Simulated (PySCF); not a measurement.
# C6H6Cl: the cost of one run

Programs: PySCF 2.14.0, with routines of our own; each step states its level. All values are computed. Atoms count from 0.

## 1. The system as given

13 atoms, charge 0, multiplicity 2; geometry from: GFN2-xTB.

## 2. Open-shell or spin-flip excitations: unrestricted TDDFT wB97X-D/def2-SVPD

The job: settings as JSON, then the geometry in Å.

```
{"job": {"kind": "uabs", "xc": "wB97X-D", "basis": "def2-SVPD", "nstates": 10, "tda": false}, "charge": 0, "multiplicity": 2}
Cl    -2.724220    -0.423791    -1.380147
C     -1.613300    -0.975539    -0.050658
C     -0.342217    -0.258863    -0.213945
C     -0.019045     1.011644     0.348509
C      1.231713     1.347107    -0.070077
C      1.726115     0.276303    -0.929923
C      0.762952    -0.681814    -1.010753
H     -1.511958    -2.052687    -0.174723
H     -2.120478    -0.731865     0.881748
H     -0.666410     1.579332     0.988825
H      1.782058     2.237108     0.170042
H      2.688540     0.274016    -1.405688
H      0.801861    -1.600464    -1.563898
```

Level: unrestricted TDDFT wB97X-D/def2-SVPD, vertical, gas phase, core orbitals frozen in the response.

Started as:

```
> OMP_NUM_THREADS=1 python excited_run.py task.json out
```

This one command runs all jobs of the session in turn.

**Question.** How long does this first job take on 1 thread of Intel Xeon Platinum 8488C, shared host, and how much memory does it need?

About 94 s, with a peak of 0.72 GiB.
